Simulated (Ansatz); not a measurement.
# CH7BGaN (SMILES C[B](N)[GaH2]) at 3 levels

Aim: a comparison of 3 runs (HF/6-311G**, r2SCAN/pcseg-1, PBE0/def2-SVP) of CH7BGaN. 

The results are computed with Ansatz 0.2.0.

5 further runs of the same task are left out: 1 for a known fault of the program, 1 that didn't finish, 3 set aside as unsound or not needed.

**1. The structure to begin with**

CH7BGaN: 11 atoms, total charge 0, spin state singlet. SMILES: `C[B](N)[GaH2]`. The coordinates come from a PBE0-D4/def2-TZVP relaxation.

Bond lengths: C1–B2 1.572 Å, B2–N3 1.393 Å, B2–Ga4 2.118 Å, C1–H5 1.096 Å, C1–H6 1.096 Å, C1–H7 1.096 Å, N3–H8 1.010 Å, N3–H9 1.006 Å, Ga4–H10 1.581 Å, Ga4–H11 1.590 Å. Some angles: C1–B2–N3 119.9°, C1–B2–Ga4 124.1°, N3–B2–Ga4 116.0°, B2–C1–H5 110.7°, B2–C1–H6 114.1°, B2–C1–H7 110.6°, B2–N3–H8 122.9°, B2–N3–H9 123.8°, B2–Ga4–H10 125.4°, B2–Ga4–H11 120.3°.

**2. Energy and gradient at HF/6-311G(d,p) (run 1)**

File run.yaml:

```yaml
basis:
  gaussian:
    orbitals: 6-311G_st__st_.json
crystal:
  periodic: [false, false, false]
  atoms:
    - {symbol: C, position_ang: [-0.483100, 1.456400, 0.267100]}
    - {symbol: B, position_ang: [-0.083400, -0.060400, 0.166600]}
    - {symbol: N, position_ang: [-0.462800, -0.946900, 1.172100]}
    - {symbol: Ga, position_ang: [1.028200, -0.891100, -1.433900]}
    - {symbol: H, position_ang: [-1.066900, 1.762200, -0.608200]}
    - {symbol: H, position_ang: [-1.061800, 1.708500, 1.163000]}
    - {symbol: H, position_ang: [0.408900, 2.092400, 0.252200]}
    - {symbol: H, position_ang: [-0.994100, -0.662400, 1.982700]}
    - {symbol: H, position_ang: [-0.238800, -1.927900, 1.166400]}
    - {symbol: H, position_ang: [1.582500, -0.087400, -2.677800]}
    - {symbol: H, position_ang: [1.371200, -2.443300, -1.450300]}
hamiltonian:
  xc: hf
accuracy: high
output:
  forces: true
  orbitals: {seedname: orbitals}
```

The basis set 6-311G** is read from a file made from the Basis Set Exchange's data (not shown).

The run is started by

```console
$ ansatz run run.yaml --threads 1 --pin off --max-ram 2610MiB --events-out events.jsonl --progress --plain --runs-dir runs
```

The log of the run, shortened:

```text
Warning: RAYON_NUM_THREADS=1 ignored (pool sized by the plan → 1); use --threads N
Functional definition: HF
  name "HF"
[...]
2791 factors; integrals over basis functions are off by at most 7.6e-8 eV
[...]
mean field -55629.23288039 eV, -2044.3366015061 hartree, gradient 2.7e-8 eV, S^2 0.000000; 0 other end points of the search recorded, 0 dependent functions left out
[...]
reference -55629.23288039 eV, -2044.3366015061 hartree; 28, 28 occupied and 112, 112 virtual orbitals, 2791 factors
Total energy: -55629.23288039 eV, -2044.3366015061 hartree
Atom 0 at    -0.483100     1.456400     0.267100 Å, force    -0.142458     0.624258    -0.000857 eV/Å
Atom 1 at    -0.083400    -0.060400     0.166600 Å, force    -0.084999    -0.201433     0.225044 eV/Å
Atom 2 at    -0.462800    -0.946900     1.172100 Å, force    -0.239585    -0.452416     0.591440 eV/Å
Atom 3 at     1.028200    -0.891100    -1.433900 Å, force     0.212465    -0.143096    -0.311848 eV/Å
Atom 4 at    -1.066900     1.762200    -0.608200 Å, force     0.079791    -0.067594     0.177593 eV/Å
Atom 5 at    -1.061800     1.708500     1.163000 Å, force     0.115746    -0.040228    -0.181946 eV/Å
Atom 6 at     0.408900     2.092400     0.252200 Å, force    -0.159693    -0.118318     0.036360 eV/Å
Atom 7 at    -0.994100    -0.662400     1.982700 Å, force     0.331339    -0.186451    -0.502948 eV/Å
Atom 8 at    -0.238800    -1.927900     1.166400 Å, force    -0.148629     0.597848     0.024753 eV/Å
Atom 9 at     1.582500    -0.087400    -2.677800 Å, force     0.024975     0.038013    -0.057532 eV/Å
Atom 10 at     1.371200    -2.443300    -1.450300 Å, force     0.011048    -0.050584    -0.000060 eV/Å
Dipole moment:    -0.242781    -0.041435     0.436859 e Å
```

Run time: 17 s. Hardware: 1 thread of Intel Xeon Platinum 8259CL at 2.50GHz (Skylake/Cascade Lake), shared host; peak memory 0.52 GiB.

**3. Energy and forces at r2SCAN/pcseg-1 (run 2)**

File input.yaml:

```yaml
crystal:
  periodic: [false, false, false]
  atoms:
    - {symbol: C, position_ang: [-0.483100, 1.456400, 0.267100]}
    - {symbol: B, position_ang: [-0.083400, -0.060400, 0.166600]}
    - {symbol: N, position_ang: [-0.462800, -0.946900, 1.172100]}
    - {symbol: Ga, position_ang: [1.028200, -0.891100, -1.433900]}
    - {symbol: H, position_ang: [-1.066900, 1.762200, -0.608200]}
    - {symbol: H, position_ang: [-1.061800, 1.708500, 1.163000]}
    - {symbol: H, position_ang: [0.408900, 2.092400, 0.252200]}
    - {symbol: H, position_ang: [-0.994100, -0.662400, 1.982700]}
    - {symbol: H, position_ang: [-0.238800, -1.927900, 1.166400]}
    - {symbol: H, position_ang: [1.582500, -0.087400, -2.677800]}
    - {symbol: H, position_ang: [1.371200, -2.443300, -1.450300]}
basis:
  gaussian:
    orbitals: pcseg-1.json
hamiltonian:
  xc: {name: r2SCAN}
accuracy: high
output: {forces: true, orbitals: {seedname: orbitals}}
```

The basis set pcseg-1 is read from a file made from the Basis Set Exchange's data (not shown).

The run is started by

```console
$ ansatz run input.yaml --threads 1 --pin off --max-ram 2610MiB --events-out events.jsonl --progress --plain --runs-dir runs
```

The log of the run:

```text
Warning: RAYON_NUM_THREADS=1 ignored (pool sized by the plan → 1); use --threads N
[... 16 lines left out ...]
Total energy: -55687.09277086 eV, -2046.4629132619 hartree
[... 11 lines left out ...]
Dipole moment:    -0.268459    -0.040955     0.481530 e Å
```

It took 23 s on 1 thread of Intel Xeon Platinum 8259CL at 2.50GHz (Skylake/Cascade Lake), shared host.

**4. Energy and gradient at PBE0/def2-SVP (run 3)**

File molecule.yaml:

```yaml
crystal:
  periodic: [false, false, false]
  atoms:
    - {symbol: C, position_ang: [-0.483100, 1.456400, 0.267100]}
    - {symbol: B, position_ang: [-0.083400, -0.060400, 0.166600]}
    - {symbol: "N", position_ang: [-0.462800, -0.946900, 1.172100]}
    - {symbol: Ga, position_ang: [1.028200, -0.891100, -1.433900]}
    - {symbol: H, position_ang: [-1.066900, 1.762200, -0.608200]}
    - {symbol: H, position_ang: [-1.061800, 1.708500, 1.163000]}
    - {symbol: H, position_ang: [0.408900, 2.092400, 0.252200]}
    - {symbol: H, position_ang: [-0.994100, -0.662400, 1.982700]}
    - {symbol: H, position_ang: [-0.238800, -1.927900, 1.166400]}
    - {symbol: H, position_ang: [1.582500, -0.087400, -2.677800]}
    - {symbol: H, position_ang: [1.371200, -2.443300, -1.450300]}
basis:
  gaussian:
    orbitals: def2-SVP
total_charge: 0
magnetization:
  spin_polarized: false
hamiltonian:
  xc: pbe0
accuracy: high
output: {forces: true, orbitals: {seedname: orbitals}}
```

The run is started by

```console
$ ansatz run molecule.yaml --threads 1 --pin off --max-ram 2610MiB --events-out events.jsonl --progress --plain --runs-dir runs
```

The log of the run:

```text
Warning: RAYON_NUM_THREADS=1 ignored (pool sized by the plan → 1); use --threads N
[... 16 lines left out ...]
Total energy: -55676.01049485 eV, -2046.0556471304 hartree
[... 11 lines left out ...]
Dipole moment:    -0.272913    -0.051234     0.493374 e Å
```

It took 25 s on 1 thread of Intel Xeon Platinum 8259CL at 2.50GHz (Skylake/Cascade Lake), shared host; peak memory 0.44 GiB.

**5. Overview of the runs**

```tsv
run	level	energy (Eh)	dipole moment (D)	HOMO energy (eV)	LUMO energy (eV)	wall time
1	HF/6-311G**	-2044.336602	2.41	-9.49	0.87	17 s
2	r2SCAN/pcseg-1	-2046.462913	2.66	-5.99	-2.35	23 s
3	PBE0/def2-SVP	-2046.055647	2.72	-6.76	-1.68	25 s
```

**6. What came out**

```
                       quantity           value
            run 3: total energy  -2046.05565 Eh
           run 3: dipole moment          2.72 D
             run 3: HOMO energy        -6.76 eV
             run 3: LUMO energy        -1.68 eV
           run 3: HOMO–LUMO gap         5.07 eV
run 3: largest force on an atom      0.293 eV/Å
```

The dipole moment (its size) runs from 2.41 D (HF/6-311G**) to 2.72 D (PBE0/def2-SVP). The two ends differ in method and basis. The HOMO–LUMO gap runs from 3.64 eV (r2SCAN/pcseg-1) to 10.36 eV (HF/6-311G**). Totals of different functionals can't be ranked against each other. All runs together took 65 s, the longest 25 s.
